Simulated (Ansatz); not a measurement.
## ClHISn, SMILES [Cl][SnH][I]: a geometry optimisation

Run with Ansatz's Python interface.

Script `opt_clhisn.py`:
```python
"""Relax the ClHISn molecule."""

import ansatz as az
import numpy as np


def main() -> None:
    geometry_ang = [
        ("Cl", [-2.1691, 0.0183, -0.0875]),
        ("Sn", [0.0796, 0.0238, -0.601]),
        ("I", [1.3145, -1.7393, 1.0406]),
        ("H", [0.8305, 1.637, -0.3724]),
    ]
    system = az.Crystal.molecule()
    for symbol, xyz in geometry_ang:
        system = system.atom(symbol, xyz)

    calculation = system.calculation()
    calculation = calculation.basis(gaussian="def2-SVP")
    calculation = calculation.functional("pbe")
    calculation = calculation.spin("collinear", total=1).scf(lower_state_search="standard")
    symbols = [site.symbol for site in system.cartesian_sites]
    start = np.array([site.position_ang for site in system.cartesian_sites], dtype=float)
    def progress(event):
        if event["event"] == "relax_step":
            row = event["data"]
            print(f"step {row['step']:3d}  E = {row['lagrangian_ev']:.6f} eV  max force {row['allowed_force_max_ev_ang']:.4f} eV/A")


    summary = calculation.relax(force_tolerance=0.02, max_steps=100).session().plan().execute(on_event=progress).report
    end = np.array(summary["positions_ang"])

    print(f"E = {summary['free_energy_ev']:.6f} eV = {summary['free_energy_ev'] / 27.211386246:.7f} Ha")
    print("converged:", summary["converged"], " doubts:", summary["published_state_doubts"] or "none")

    print("bond        before    after (A)")
    for i, j in [(0, 1), (1, 2), (1, 3)]:
        d0, d1 = (np.linalg.norm(xyz[i] - xyz[j]) for xyz in (start, end))
        print(f"{symbols[i]}{i}-{symbols[j]}{j}".ljust(10), f"{d0:8.4f} {d1:8.4f}")
    for i, j, k in [(0, 1, 2), (0, 1, 3), (2, 1, 3)]:
        u, v = end[i] - end[j], end[k] - end[j]
        print(f"angle {symbols[i]}{i}-{symbols[j]}{j}-{symbols[k]}{k}: {np.degrees(np.arccos(np.clip(u @ v / np.linalg.norm(u) / np.linalg.norm(v), -1, 1))):.2f} deg")
    with open("clhisn_opt.xyz", "w") as handle:
        handle.write(f"{len(symbols)}\nrelaxed ClHISn\n")
        handle.writelines(f"{s:2s} {x:11.6f} {y:11.6f} {z:11.6f}\n" for s, (x, y, z) in zip(symbols, end))


if __name__ == "__main__":
    main()
```

`python opt_clhisn.py` gives:
```text
step   1  E = -26463.168793 eV  max force 1.2744 eV/A
step   2  E = -26463.260424 eV  max force 0.2131 eV/A
step   3  E = -26463.267051 eV  max force 0.0224 eV/A
step   4  E = -26463.267188 eV  max force 0.0026 eV/A
E = -26463.267220 eV = -972.5071329 Ha
converged: True  doubts: none
bond        before    after (A)
Cl0-Sn1      2.3066   2.3973
Sn1-I2       2.7071   2.7508
Sn1-H3       1.7940   1.7749
angle Cl0-Sn1-I2: 108.48 deg
angle Cl0-Sn1-H3: 104.11 deg
angle I2-Sn1-H3: 106.37 deg
```

File `clhisn_opt.xyz` afterwards:
```text
4
relaxed ClHISn
Cl   -2.195643    0.106679   -0.087105
Sn    0.123899   -0.022894   -0.678804
I     1.374452   -1.741942    1.067058
H     0.752792    1.597957   -0.321449
```

What to keep in mind:
- These settings explore the input space; basis and method may be short of convergence.
- The end point is the stationary point reached from this start; no frequency run checks that it is a minimum, and the basis set is modest.
- def2 sets replace the cores of elements past krypton by effective core potentials.
- The species is open-shell (spin multiplicity 2).
- Finished in 19 s on 1 thread of Arm Neoverse V1, on a shared host, peak memory 0.23 GiB.

(Lines on the test bed's own set-up are left out of the output.)
